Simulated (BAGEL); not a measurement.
**Mg2S2 ((MgS)2 ring) at 4 levels**

We compute a comparison of 4 runs (B3LYP/6-31G*, B3LYP/6-311+G**, PBE0/6-311+G**, RI-MP2/6-311+G**) of Mg2S2 ((MgS)2 ring). 

The results are computed with BAGEL 1.2.2.

1 further run of the same task is left out (set aside as unsound or not needed). Runs told in other sessions of the task aren't counted.

**1. The molecule**

Mg2S2 has 4 atoms, charge 0, and is taken as a singlet. The shape comes from GFN2-xTB, which is rough for such elements, and wasn't checked as a minimum.

Bond lengths: Mg1–S2 2.342 Å, S2–Mg3 2.342 Å, Mg1–S4 2.342 Å, Mg3–S4 2.342 Å. Angles: Mg1–S2–Mg3 75.2°, S2–Mg1–S4 104.8°, S2–Mg3–S4 104.8°, Mg1–S4–Mg3 75.2°.

**2. The energy at B3LYP/6-31G(d) (density fitting with qzvpp-jkfit, spherical functions) (run 1)**

input.json reads:

```json
{ "bagel" : [

{
  "title" : "molecule",
  "basis" : "6-31gs.json",
  "df_basis" : "qzvpp-jkfit",
  "angstrom" : "true",
  "geometry" : [
    { "atom" : "Mg", "xyz" : [      -1.318050,       0.087970,      -0.545800 ] },
    { "atom" : "S", "xyz" : [      -0.717550,      -0.291270,       1.685620 ] },
    { "atom" : "Mg", "xyz" : [       1.318240,      -0.088730,       0.545560 ] },
    { "atom" : "S", "xyz" : [       0.717360,       0.292030,      -1.685380 ] }
  ]
},

{
  "title" : "ks",
  "xc_func" : "b3lyp"
},

{
  "title" : "print",
  "file" : "orbitals.molden",
  "orbitals" : "true"
}

]}
```

The basis set 6-31G* is read from a file made from the Basis Set Exchange's data (not shown).

Command:

```sh
BAGEL_NUM_THREADS=1 BAGEL input.json > input.out
```

Log:

```text
* using 1 threads per process

  ===============================================================
  ===============================================================

  *** Geometry ***

  { "atom" : "Mg", "xyz" : [     -2.490754,      0.166239,     -1.031413 ] },
  { "atom" : "S", "xyz" : [     -1.355973,     -0.550421,      3.185360 ] },
  { "atom" : "Mg", "xyz" : [      2.491113,     -0.167675,      1.030959 ] },
  { "atom" : "S", "xyz" : [      1.355614,      0.551857,     -3.184907 ] },

  Number of auxiliary basis functions:      480

  Since a DF basis is specified, we compute 2- and 3-index integrals:
    o Being stored without compression. Storage requirement is 0.020 GB

  Number of basis functions:       72
  Number of electrons      :       56

    * METHOD: MOLECULE                             0.23

  *** Kohn-Sham DFT ***

    * Removing 8159 points whose weight is below 1.00e-10
    * Grid points: 51465

  === Nuclear Repulsion ===
   236.7209962152

       - DIIS with orbital gradients will be used.

  === KS iteration (b3lyp / 6-31gs.json) ===
      0      -1185.18598667          0.10492140           0.21
      1      -1185.08321617          0.08211784           0.16
      2      -1192.78538183          0.05793532           0.15
[... 12 lines of this table left out ...]
     15      -1196.66873018          0.00000001           0.16
    * SCF iteration converged.

    * Permanent dipole moment:
           (   -0.000601,     0.001751,     0.000681) a.u.

    * METHOD: KS                                   3.04

    * METHOD: PRINT                                0.01

  ===============================================================
```

It took 3.6 s on 1 thread of Intel Xeon at 2.60GHz (Ice Lake), shared host; peak memory 0.23 GiB.

**3. The energy at B3LYP/6-311+G(d,p) (density fitting with qzvpp-jkfit) (run 2)**

input.json, as its differences from that of step 2:

```diff
@@ -4,5 +4,5 @@
   "title" : "molecule",
-  "basis" : "6-31gs.json",
+  "basis" : "6-311+gss.json",
   "df_basis" : "qzvpp-jkfit",
-  "angstrom" : "true",
+  "angstrom" : true,
   "geometry" : [
@@ -15,12 +15,5 @@
 
-{
-  "title" : "ks",
-  "xc_func" : "b3lyp"
-},
+{ "title" : "ks", "xc_func" : "b3lyp" },
 
-{
-  "title" : "print",
-  "file" : "orbitals.molden",
-  "orbitals" : "true"
-}
+{ "title" : "print", "file" : "orbitals.molden", "orbitals" : true }
```

The basis set 6-311+G** is read from a file made from the Basis Set Exchange's data (not shown).

Command:

```sh
BAGEL_NUM_THREADS=1 BAGEL input.json > input.out
```

Log:

```text
* using 1 threads per process

  ===============================================================
  ===============================================================

  *** Geometry ***

  { "atom" : "Mg", "xyz" : [     -2.490754,      0.166239,     -1.031413 ] },
  { "atom" : "S", "xyz" : [     -1.355973,     -0.550421,      3.185360 ] },
  { "atom" : "Mg", "xyz" : [      2.491113,     -0.167675,      1.030959 ] },
  { "atom" : "S", "xyz" : [      1.355614,      0.551857,     -3.184907 ] },

  Number of auxiliary basis functions:      480

  Since a DF basis is specified, we compute 2- and 3-index integrals:
    o Being stored without compression. Storage requirement is 0.055 GB

  Number of basis functions:      120
  Number of electrons      :       56

    * METHOD: MOLECULE                             0.30

  *** Kohn-Sham DFT ***

    * Removing 8159 points whose weight is below 1.00e-10
    * Grid points: 51465

  === Nuclear Repulsion ===
   236.7209962152

       - DIIS with orbital gradients will be used.

  === KS iteration (b3lyp / 6-311+gss.json) ===
      0      -1050.09116417          0.44020632           0.33
      1       -974.61882780          0.39691941           0.33
      2      -1143.73620249          0.26204776           0.37
[... 13 lines of this table left out ...]
     16      -1196.76355721          0.00000001           0.32
    * SCF iteration converged.

    * Permanent dipole moment:
           (   -0.000630,     0.001803,     0.000733) a.u.

    * METHOD: KS                                   6.01

    * METHOD: PRINT                                0.03

  ===============================================================
```

It took 6.6 s on 1 thread of Intel Xeon at 2.60GHz (Ice Lake), shared host; peak memory 0.34 GiB.

Run 3 isn't shown in full; the table further down has it.

**4. The energy at RI-MP2/6-311+G(d,p) (density fitting with qzvpp-jkfit) (run 4)**

job.json reads:

```json
{ "bagel": [

{
  "title": "molecule",
  "basis": "6-311+gss.json",
  "df_basis": "qzvpp-jkfit",
  "angstrom": "true",
  "geometry": [
    { "atom": "Mg", "xyz": [   -1.318050,    0.087970,   -0.545800 ] },
    { "atom": "S", "xyz": [   -0.717550,   -0.291270,    1.685620 ] },
    { "atom": "Mg", "xyz": [    1.318240,   -0.088730,    0.545560 ] },
    { "atom": "S", "xyz": [    0.717360,    0.292030,   -1.685380 ] }
  ]
},
{ "title": "hf" },
{ "title": "mp2", "ncore": 12 }

]}
```

The basis set 6-311+G** is read from a file made from the Basis Set Exchange's data (not shown).

Command:

```sh
BAGEL_NUM_THREADS=1 BAGEL job.json > job.out
```

Log:

```text
* using 1 threads per process

  ===============================================================
  ===============================================================

  *** Geometry ***

  { "atom" : "Mg", "xyz" : [     -2.490754,      0.166239,     -1.031413 ] },
  { "atom" : "S", "xyz" : [     -1.355973,     -0.550421,      3.185360 ] },
  { "atom" : "Mg", "xyz" : [      2.491113,     -0.167675,      1.030959 ] },
  { "atom" : "S", "xyz" : [      1.355614,      0.551857,     -3.184907 ] },

[... 23 lines left out ...]
    * SCF iteration converged.
[... 1 line left out ...]
    * Permanent dipole moment:
[... 2 lines left out ...]
    * METHOD: HF                                   1.55

  *** RHF ***

  === Nuclear Repulsion ===
   236.7209962152

      * DIIS with orbital gradients will be used.

  === RHF iteration (6-311+gss.json) ===
      0      -1194.42751312          0.00000000           0.10
    * SCF iteration converged.

    * Permanent dipole moment:
           (   -0.000812,     0.002274,     0.000917) a.u.

  === DF-MP2 calculation ===

    * freezing 12 orbitals
    * 3-index integral transformation done
    * assembly done

      MP2 correlation energy:   -0.5324794185      0.08

      MP2 total energy:       -1194.9599925364

    * METHOD: MP2                                  0.31

  ===============================================================
```

It took 2.3 s on 1 thread of Intel Xeon at 2.60GHz (Ice Lake), shared host; peak memory 0.16 GiB.

**5. Overview of the runs**

```
run                                                                 level  frozen core orbitals   energy (Eh)  dipole moment (D)  HOMO energy (eV)  LUMO energy (eV)  wall time
  1  B3LYP/6-31G* (density fitting with qzvpp-jkfit, spherical functions)                     –  -1196.668730               0.01             -5.54             -3.12      3.6 s
  2                    B3LYP/6-311+G** (density fitting with qzvpp-jkfit)                     –  -1196.763557               0.01             -5.70             -3.19      6.6 s
  3                     PBE0/6-311+G** (density fitting with qzvpp-jkfit)                     –  -1196.202877               0.01             -5.90             -2.89        6 s
  4                   RI-MP2/6-311+G** (density fitting with qzvpp-jkfit)                    12  -1194.959993                  –                 –                 –      2.3 s
```

**6. Results**

| quantity | value |
| --- | --- |
| run 4: total energy | -1194.95999 Eh |
| run 4: correlation energy (12 core orbitals frozen) | -532.5 mEh |

In words: Over runs 1, 2, 3 the HOMO–LUMO gap runs from 2.42 eV (B3LYP/6-31G*) to 3.01 eV (PBE0/6-311+G**). The two ends differ in method and basis. Totals of different functionals can't be ranked against each other. All runs together took 19 s, the longest 6.6 s.
